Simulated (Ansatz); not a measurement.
Working through a formation energy from the elements of BaHCl and its elements

Program: the Python package of Ansatz (0.2.0).

Interactive session:
```pycon
>>> from collections import Counter
>>> import ansatz as az
>>> import numpy as np
>>> MAX_SCF = 100
>>> ECUT = 550
>>> KSPACING = 0.3
>>> OCCUPATIONS = "fermi_dirac"
>>> SIGMA = 0.02
>>> GASES = {"H2"}
>>> def compute(name, crystal):
...     calc = (
...         crystal.calculation()
...         .scf(max_iterations=MAX_SCF)
...         .basis(ECUT, density_ratio=6)
...         .functional(az.Functional.R2SCAN)
...         .kpoints(spacing=KSPACING)
...         .occupations(OCCUPATIONS, width=SIGMA)
...         .stress()
...     )
...     if name in GASES:
...         return calc.kpoints(1, 1, 1).relax(force_tolerance=0.01, max_steps=60).run(threads=1)
...     calc = calc.relax(force_tolerance=0.01, max_steps=60, fix_cell=["shape"])
...     return calc.run(threads=1)
...
>>> def counts(outcome):
...     return Counter(site.symbol for site in outcome.lattice.sites)
...
>>> def formation_energy(outcome, mu):
...     n = counts(outcome)
...     return (outcome.report["energy_sigma0_ev"] - sum(k * mu[element] for element, k in n.items())) / sum(n.values())
...
>>> def volume_per_atom(outcome):
...     return abs(np.linalg.det(outcome.lattice.cell_ang)) / len(outcome.lattice.sites)
...
>>> phases = {}
>>> bahcl = (
...     az.Lattice.from_parameters(4.408, 4.408, 7.202, alpha=90.0, beta=90.0, gamma=90.0)
...     .atom("Ba", (0.0, 0.5, 0.215))
...     .atom("Ba", (0.5, 0.0, 0.785))
...     .atom("H", (0.0, 0.0, 0.0))
...     .atom("H", (0.5, 0.5, 0.0))
...     .atom("Cl", (0.0, 0.5, 0.65))
...     .atom("Cl", (0.5, 0.0, 0.35))
... )
>>> phases["BaHCl"] = bahcl
>>> ba = (
...     az.Lattice.bcc(5.013)
...     .space_group(229)
...     .atom("Ba", (0.0, 0.0, 0.0))
...     .primitive()
... )
>>> phases["Ba"] = ba
>>> h2 = (
...     az.Lattice.of((9.0, 0.0, 0.0), (0.0, 9.5, 0.0), (0.0, 0.0, 10.0))
...     .atom("H", (0.5, 0.5, 0.4625))
...     .atom("H", (0.5, 0.5, 0.5375))
... )
>>> phases["H2"] = h2
>>> cl = (
...     az.Lattice.of((3.145, -2.25, 0.0), (3.145, 2.25, 0.0), (0.0, 0.0, 8.21))
...     .atom("Cl", (0.87, 0.13, 0.1))
...     .atom("Cl", (0.63, 0.37, 0.6))
...     .atom("Cl", (0.13, 0.87, 0.9))
...     .atom("Cl", (0.37, 0.63, 0.4))
... )
>>> phases["Cl"] = cl
>>> done = {}
>>> for name, crystal in phases.items():
...     done[name] = compute(name, crystal)
...     print(f"{name}: {done[name].report['energy_sigma0_ev']:.4f} eV, {len(done[name].lattice.sites)} atoms")
...
BaHCl: -14139.0004 eV, 6 atoms
Ba: -5964.4586 eV, 1 atoms
DeckWarning: output.stress: scf.convergence.dr2_threshold = 1e-7 eV (the SCF's general default) is looser than the 2e-10 eV advised for a printed stress (1e-10 eV for each atom of the cell: 2). What [...]
H2: -31.8918 eV, 2 atoms
Cl: -4334.4910 eV, 4 atoms
>>> references = {"Ba": "Ba", "H": "H2", "Cl": "Cl"}
>>> mu = {element: done[name].report["energy_sigma0_ev"] / len(done[name].lattice.sites) for element, name in references.items()}
>>> target = done["BaHCl"]
>>> heat = formation_energy(target, mu)
>>> for element, value in mu.items():
...     print(f"mu({element}) = {value:.4f} eV from {references[element]}, {volume_per_atom(done[references[element]]):.2f} A^3/atom")
...
mu(Ba) = -5964.4586 eV from Ba, 65.32 A^3/atom
mu(H) = -15.9459 eV from H2, 427.50 A^3/atom
mu(Cl) = -1083.6228 eV from Cl, 27.72 A^3/atom
>>> print(f"formation energy of BaHCl: {heat:.4f} eV/atom = {96.4853 * heat:.1f} kJ/mol of atoms")
formation energy of BaHCl: -1.8243 eV/atom = -176.0 kJ/mol of atoms
```

The formation energy is -1.824 eV an atom (-176.0 kJ per mole of atoms), so BaHCl lies below the reference phases.

Caveats:
- The settings weren't tested for convergence.
- For the metals among these phases the mesh is modest: differences between phases can be off by up to 40 meV an atom.
- Atoms and volume are relaxed with the cell's shape held, which in cells of lower than cubic symmetry can hide stresses and shift volumes.
- The cells come from databases of deposited and of computed structures, and not all need be stable phases.
- Warnings are shown shortened and without file and line.
- The compound is the structure given, not necessarily its lowest; energies are at zero temperature, with no correction for gases. A semilocal functional's error on such energies is often 0.05 to 0.1 eV an atom, and 0.1 to 0.3 eV against gases such as O2 or F2.
- It ran for 2.8 min on 1 thread of Arm Neoverse V1, with other jobs on the host, peak memory 1.2 GiB.

(Lines on the test bed's own set-up are left out of the output.)
